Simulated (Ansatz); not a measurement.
# BHOS₂: one structure at several levels

Aim: energy, forces and dipole at a structure displaced at random from a GFN2-xTB minimum, from CCSD(T) and from density functionals.

Method: single points in def2-TZVPP; program: Ansatz 0.2.0, Gaussian basis.

Correlated methods freeze the cores. B3LYP uses VWN-RPA correlation.

### 1 The starting structure

SMILES `SB1OS1`, 5 atoms, charge 0, spin multiplicity 1.

Atoms are counted from 1 here; the program's logs count them from 0.

Bond lengths: S1–B2 1.814 Å, S1–H5 1.508 Å, B2–O3 1.378 Å, B2–S4 1.730 Å, O3–S4 1.803 Å. Angles: B2–S1–H5 95.2°, S1–B2–O3 143.7°, S1–B2–S4 145.8°, O3–B2–S4 69.9°, B2–O3–S4 64.3°, B2–S4–O3 45.9°.

Geometry (Å):

```xyz
5
charge 0, multiplicity 1
S    -0.28830    1.24900   -0.93520
B     0.20760   -0.27710   -0.08910
O     1.14260   -1.28980   -0.08140
S    -0.00100   -1.26910    1.31230
H    -1.50180    1.49470   -0.07510
```

### 2 CCSD(T)/def2-TZVPP

run/in.yaml

```yaml
crystal:
  periodic: [false, false, false]
  atoms:
    - {symbol: S, position_ang: [-0.288300, 1.249000, -0.935200]}
    - {symbol: B, position_ang: [0.207600, -0.277100, -0.089100]}
    - {symbol: O, position_ang: [1.142600, -1.289800, -0.081400]}
    - {symbol: S, position_ang: [-0.001000, -1.269100, 1.312300]}
    - {symbol: H, position_ang: [-1.501800, 1.494700, -0.075100]}
basis:
  gaussian: {orbitals: def2-TZVPP}
correlation: {method: ccsd_t}
output: {forces: true}
```

No record of the launch command was kept for these runs.

### 3 PBE0-D4/def2-TZVPP

run/in.yaml, as its differences from that of step 2:

```diff
@@ -10,3 +10,3 @@
   gaussian: {orbitals: def2-TZVPP}
-correlation: {method: ccsd_t}
-output: {forces: true}
+hamiltonian: {xc: pbe0, dispersion: d4}
+output: {forces: true, orbitals: {seedname: orbitals}}
```

### 4 wB97M-V/def2-TZVPP

run/in.yaml, as its differences from that of step 3:

```diff
@@ -10,3 +10,3 @@
   gaussian: {orbitals: def2-TZVPP}
-hamiltonian: {xc: pbe0, dispersion: d4}
-output: {forces: true, orbitals: {seedname: orbitals}}
+hamiltonian: {xc: {name: wB97M-V}}
+output: {forces: true}
```

### 5 r2SCAN-D4/def2-TZVPP

run/in.yaml, as its differences from that of step 4:

```diff
@@ -10,3 +10,3 @@
   gaussian: {orbitals: def2-TZVPP}
-hamiltonian: {xc: {name: wB97M-V}}
+hamiltonian: {xc: r2scan, dispersion: d4}
 output: {forces: true}
```

### 6 PBE-D4/def2-TZVPP

run/in.yaml, as its differences from that of step 5:

```diff
@@ -10,3 +10,3 @@
   gaussian: {orbitals: def2-TZVPP}
-hamiltonian: {xc: r2scan, dispersion: d4}
+hamiltonian: {xc: pbe, dispersion: d4}
 output: {forces: true}
```

### 7 r2SCANh-D4/def2-TZVPP

run/in.yaml, as its differences from that of step 6:

```diff
@@ -10,3 +10,3 @@
   gaussian: {orbitals: def2-TZVPP}
-hamiltonian: {xc: pbe, dispersion: d4}
+hamiltonian: {xc: {name: r2SCANh}, dispersion: d4}
 output: {forces: true}
```

### 8 B3LYP-D4/def2-TZVPP

run/in.yaml, as its differences from that of step 7:

```diff
@@ -10,3 +10,3 @@
   gaussian: {orbitals: def2-TZVPP}
-hamiltonian: {xc: {name: r2SCANh}, dispersion: d4}
+hamiltonian: {xc: {name: B3LYP}, dispersion: d4}
 output: {forces: true}
```

(Steps that only read results are left out.)

What does the calculation give? Wanted: energy less free atoms, CCSD(T)/def2-TZVPP; RMS force component; RMS force error; HOMO and LUMO, PBE0-D4; T1 diagnostic.

The runs gave:

| quantity | value |
| --- | --- |
| energy less free atoms, CCSD(T)/def2-TZVPP | -1656.4 kJ/mol |
| RMS force component | 1.058 to 1.162 eV/Å over the methods |
| RMS force error | PBE0-D4 0.309, wB97M-V 0.292, r2SCAN-D4 0.139, PBE-D4 0.154, r2SCANh-D4 0.240, B3LYP-D4 0.151 eV/Å |
| HOMO and LUMO, PBE0-D4 | -7.06 and -2.17 eV |
| T1 diagnostic | 0.017 |

In words: Against CCSD(T) the functionals' energies less atoms differ by -182.9 to -65.6 kJ/mol, PBE-D4 by -182.9 kJ/mol. The reference is not at the basis limit: in triple zeta CCSD(T) underbinds, which counts against methods that bind more; the gaps are no ranking. For forces r2SCAN-D4 does best and PBE0-D4 worst. Frozen-core CCSD(T) forces in triple zeta carry basis errors of their own, and this is one geometry, so small gaps rank nothing.
